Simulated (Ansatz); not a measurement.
**TiC: gaps at several levels of theory**

Aim: the band edges of TiC at several levels of theory, all at one geometry, and what each level costs.

The COD entry's cell or inner coordinates are ideal or old and differ from later refinements, so a difference from it is no clean test against experiment.

Computed with Ansatz 0.2.0 (DFT PBEsol, scalar-relativistic, plane waves, PAW, unless a step's input says otherwise).

That is the level of the relaxation; later steps name their own.

1 further run of the same task is left out (set aside as unsound or not needed).

### Step 1. The structure to begin with

Symmetry: Fm-3m, No. 225, cubic system. Conventional cell: a = 4.293 Å, b = 4.293 Å, c = 4.293 Å, α = 90.00°, β = 90.00°, γ = 90.00°. Around Ti (site symmetry m-3m) lie 6 C at 2.15 Å. Around C (site symmetry m-3m) lie 6 Ti at 2.15 Å.

Coordinates:

```
Ti C
1.0
     0.00000    2.14668    2.14668
     2.14668    0.00000    2.14668
     2.14668    2.14668    0.00000
Ti C
1 1
Direct
  0.00000 0.00000 0.00000
  0.50000 0.50000 0.50000
```

It is the result of an earlier relaxation at this level (volume 9.89 Å³/atom; gap on the mesh: none (metal)).

### Step 2. Levels with PBEsol

input.yaml reads:

```yaml
crystal:
  lattice:
    - [0.0, 2.1466778518, 2.1466778518]
    - [2.1466778518, 0.0, 2.1466778518]
    - [2.1466778518, 2.1466778518, 0.0]
  atoms:
    - { symbol: Ti, position: [0.0, 0.0, 0.0] }
    - { symbol: C, position: [0.5, 0.5, 0.5] }
basis:
  ecutwfc: 420
kpoints:
  mp_grid: { grid: [16, 16, 16] }
  band_path:
    path:
      - [0.0, 0.0, 0.0]
      - [0.5, 0.0, 0.5]
      - [0.625, 0.25, 0.625]
      - [0.375, 0.375, 0.75]
      - [0.5, 0.5, 0.5]
      - [0.5, 0.25, 0.75]
      - [0.0, 0.25, 0.25]
    npoints: 1
hamiltonian:
  xc: pbesol
scf:
  occupations: { method: gaussian, width: 0.1 }
  n_extra_bands: 4
output:
  forces: true
  stress: true
  eigenvalues: true
```

Command:

```
ansatz run input.yaml --threads 1 --pin off --max-ram 2560MiB --backend cpu --events-out ev --progress --plain --runs-dir out
```

The log of the run (excerpt; [...] marks lines left out):

```text
Warning: RAYON_NUM_THREADS=1 ignored (pool sized by the plan → 1); use --threads N
scf.n_extra_bands = 4 over 8 filled bands (N_el = 16.0): the run solves 12 bands
[...]
Pseudopotentials: kind: paw
Pseudopotential: Ti, paw, valence charge 12, recommended cutoff 420 eV (normal), Ti.paw.azcp
Pseudopotential: C, paw, valence charge 4, recommended cutoff 420 eV (normal), C.paw.azcp
Functional definition: PBEsol
[...]
Crystal: 2 atoms, lattice volume = 19.785 Å³
Basis set: ecut = 420 eV, 387 PW (Γ), exchange–correlation on 48×48×48 points (8 copies of the dense FFT grid, shifted against one another)
Bands: 12, of which v1, the nominal top of the filled ones, is band 8 counted from 1 (7 counted from 0)
Symmetry: 48 space group operations
Space group: Fm-3m (ITA 225), of the structure as read, at distance tolerance 2.7e-5 Å
k-points: 145 of 4096
[...]
SCF iter   1: F=—  HF=-2722.425654 eV  |F-HF|=—  |Δ(HF+E_count)|=         —  Δρ=1.05e-2  dr2=2.48e-2  ethr=1.77e-3  ⟨swp⟩=4.4  Hψ=8676  notcnv=0
[...]
SCF iter   6: F=-2722.419545 eV  HF=-2722.419545 eV  |F-HF|=5.91e-12  |Δ(HF+E_count)|=   1.01e-9  Δρ=5.41e-7  dr2=2.78e-11  ethr=3.62e-11  ⟨swp⟩=2.0  Hψ=5217  notcnv=0
[...]
NSCF: frozen V_eff on 7 k-points
SCF converged after 6 iterations
Free energy (F): -2722.419545 eV
[...]
E sigma→0 (E₀):  -2722.418570 eV
Entropy (-TS):   -0.001951 eV (-0.975 meV/atom)
Fermi energy:    15.028511 eV
[...]
--- Forces (eV/Å), atoms counted from 1 ---
  atom   1  Ti    -0.00000000    -0.00000000    -0.00000000
  atom   2  C      0.00000000    -0.00000000     0.00000000
[...]
--- Stress (GPa, compression-positive) ---
       -0.023206      -0.000000       0.000000
        0.000000      -0.023206       0.000000
       -0.000000      -0.000000      -0.023206
  P = ⅓ Tr σ = -0.0232 GPa (-0.232 kbar)
--- Band table (eV; the first three rows and the last of 145) ---
  k-point 0: bands = ["-41.1711", "-17.2952", "-17.2952", "-17.2952", "2.5424", "15.7182", "15.7182", "15.7182", "16.7738", "16.7738", "16.7738", "16.8366"]
[...]
```

Run time: 7.4 s. Hardware: 1 thread of Intel Xeon at 2.50GHz (Skylake/Cascade Lake), shared host; peak memory 0.35 GiB.

Levels at named points, in eV from the top of the last band filled by count:

```
  point  band 6  band 7  band 8  band 9  band 10  band 11
      Γ    0.00    0.00    0.00    1.06     1.06     1.06
      X   -4.14   -2.43   -0.68   -0.68     2.17     2.99
      U   -4.25   -4.08   -2.43    0.82     2.59     3.31
      K   -4.25   -4.08   -2.43    0.82     2.59     3.31
      L   -6.68   -3.66   -3.66    2.36     2.36     3.60
      W   -3.89   -3.89   -3.45    2.21     2.21     3.00
bottom*   -4.18   -1.36   -1.09   -1.09     1.62     3.24
```

* Points where the relaxation's level has its edges, typed into the path; another level's edges can lie beside them.

### Step 3. Levels with r2SCAN

Edit input.yaml of step 2 so:

```diff
@@ -9,3 +9,3 @@
 basis:
-  ecutwfc: 420
+  ecutwfc: 500
 kpoints:
@@ -23,3 +23,3 @@
 hamiltonian:
-  xc: pbesol
+  xc: r2scan
 scf:
```

Command:

```
ansatz run input.yaml --threads 1 --pin off --max-ram 2560MiB --backend cpu --events-out ev --progress --plain --runs-dir out
```

The log of the run (excerpt; [...] marks lines left out):

```text
Warning: RAYON_NUM_THREADS=1 ignored (pool sized by the plan → 1); use --threads N
scf.n_extra_bands = 4 over 8 filled bands (N_el = 16.0): the run solves 12 bands
[...]
Pseudopotentials: kind: paw
Pseudopotential: Ti, paw, valence charge 12, recommended cutoff 500 eV (meta_gga), Ti.paw.azcp
Pseudopotential: C, paw, valence charge 4, recommended cutoff 500 eV (meta_gga), C.paw.azcp
Functional definition: r2SCAN
[...]
Crystal: 2 atoms, lattice volume = 19.785 Å³
Basis set: ecut = 500 eV, 531 PW (Γ), exchange–correlation on 96×96×96 points (64 copies of the dense FFT grid, shifted against one another)
Bands: 12, of which v1, the nominal top of the filled ones, is band 8 counted from 1 (7 counted from 0)
Symmetry: 48 space group operations
Space group: Fm-3m (ITA 225), of the structure as read, at distance tolerance 2.7e-5 Å
k-points: 145 of 4096
[...]
SCF iter   1: F=—  HF=-2757.946947 eV  |F-HF|=—  |Δ(HF+E_count)|=         —  Δρ=1.82e-2  dr2=6.89e-2  dr2_τ=1.47e-1  ethr=1.77e-3  ⟨swp⟩=4.5  Hψ=9079  notcnv=0
[...]
SCF iter   7: F=-2758.005586 eV  HF=-2758.005586 eV  |F-HF|=7.53e-10  |Δ(HF+E_count)|=   3.42e-8  Δρ=4.49e-6  dr2=2.43e-9  dr2_τ=2.99e-10  ethr=6.25e-10  ⟨swp⟩=4.6  Hψ=6208  notcnv=0
[...]
NSCF: frozen V_eff on 7 k-points
SCF converged after 7 iterations
Free energy (F): -2758.005586 eV
[...]
E sigma→0 (E₀):  -2758.004592 eV
Entropy (-TS):   -0.001989 eV (-0.994 meV/atom)
Fermi energy:    15.199730 eV
[...]
--- Forces (eV/Å), atoms counted from 1 ---
  atom   1  Ti    -0.00000000     0.00000000    -0.00000000
  atom   2  C      0.00000000    -0.00000000     0.00000000
[...]
--- Stress (GPa, compression-positive) ---
        6.597866       0.000000       0.000000
       -0.000000       6.597866      -0.000000
       -0.000000       0.000000       6.597866
  P = ⅓ Tr σ = 6.5979 GPa (65.979 kbar)
--- Band table (eV; the first three rows and the last of 145) ---
  k-point 0: bands = ["-43.7107", "-18.6639", "-18.6639", "-18.6639", "1.8395", "16.0655", "16.0655", "16.0655", "16.9157", "16.9157", "16.9157", "17.0016"]
[...]
```

It took 12 s on 1 thread of Intel Xeon at 2.50GHz (Skylake/Cascade Lake), shared host; peak memory 0.42 GiB.

Levels at named points, in eV from the top of the last band filled by count:

```
  point  band 6  band 7  band 8  band 9  band 10  band 11
      Γ    0.00    0.00    0.00    0.85     0.85     0.85
      X   -4.56   -2.46   -0.97   -0.97     1.99     3.02
      U   -4.57   -4.46   -2.81    0.78     2.62     3.34
      K   -4.57   -4.46   -2.81    0.78     2.62     3.34
      L   -7.08   -4.07   -4.07    2.37     2.37     3.66
      W   -4.22   -4.22   -3.85    2.22     2.22     3.03
bottom*   -4.61   -1.38   -1.32   -1.32     1.44     3.25
```

* Points where the relaxation's level has its edges, typed into the path; another level's edges can lie beside them.

### Step 4. All levels side by side

```
 level    k mesh  gap (eV)  least direct gap (eV)  top at           bottom at  CPU time (s)
PBEsol  16×16×16      0.00                   0.00       Γ  (0.00, 0.25, 0.25)           7.3
r2SCAN  16×16×16      0.00                   0.00       Γ  (0.00, 0.25, 0.25)            12
```

Gaps are by band count over the mesh and the named points; a gap of 0 means that the bands overlap or touch.

### Step 5. Outcome

| quantity | value |
| --- | --- |
| gap, PBEsol | 0.00 eV |
| gap, r2SCAN | 0.00 eV |

No level opens a gap.
